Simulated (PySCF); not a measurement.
**C3H5GeNO3: spin-spin couplings**

Wanted: the spin-spin couplings of C3H5GeNO3 (`[H]/N=C/C(=O)O[C](=O)[GeH3]`), by calculation.

Programs: PySCF 2.14.0, with density-fitted response routines of our own. Each step states its level of theory. These are calculated values for one molecule in the gas phase, unless marked as measured. Atoms count from 0, in the outputs and in this text.

## Step 1: The starting structure

13 atoms, charge 0, multiplicity 1; geometry from: GFN2-xTB.

Bonds of the start (Å): N0–C1 1.25, C1–C2 1.50, C2–O3 1.19, C2–O4 1.36, O4–C5 1.37, C5–O6 1.19, C5–Ge7 1.98, N0–H8 1.02, C1–H9 1.10, Ge7–H10 1.49, Ge7–H11 1.49, Ge7–H12 1.49.

## Step 2: Spin-spin couplings: B3LYP/pcSseg-1+pcJ-1

Job settings and geometry (Å):

```
{"job": {"kind": "j", "xc": "B3LYP", "basis": "pcJ-1"}, "charge": 0, "multiplicity": 1}
N     -2.199394     0.783722     0.689210
C     -2.369335     0.144152    -0.373466
C     -1.189282    -0.429527    -1.105669
O     -1.284886    -1.051929    -2.119773
O     -0.032910    -0.142811    -0.451497
C      1.214915    -0.541419    -0.867555
O      1.447040    -1.169459    -1.847655
Ge     2.463427     0.180743     0.487994
H     -3.039875     1.146061     1.135025
H     -3.320098    -0.070966    -0.875469
H      2.800636     1.586634     0.122179
H      1.782465     0.181914     1.811670
H      3.722908    -0.616629     0.516029
```

Level: B3LYP/pcJ-1 Ge:pcSseg-1 indirect spin-spin coupling, non-relativistic, gas phase.

Launch:

```console
$ OMP_NUM_THREADS=1 python probes_run.py task.json out
```

One launch serves the whole session: the jobs run in the order shown.

What will the session give for the following? largest coupling of the table (B3LYP/pcSseg-1+pcJ-1). Wanted: largest coupling of the table.

The runs gave:

| quantity | value |
| --- | --- |
| largest coupling of the table (B3LYP/pcSseg-1+pcJ-1) | 1J(C,H) C1–H9, 176.5 Hz |

What this shows: In the run at B3LYP/pcSseg-1+pcJ-1, the largest coupling of the table is C1–H9, 176.5 Hz, of which the Fermi-contact term gives 176.2 Hz. Couplings across rotatable bonds belong to this one conformer; where others are populated, the observed values are averages. Spin-orbit coupling is left out, which matters for shieldings and couplings at and beside the heavy atoms.
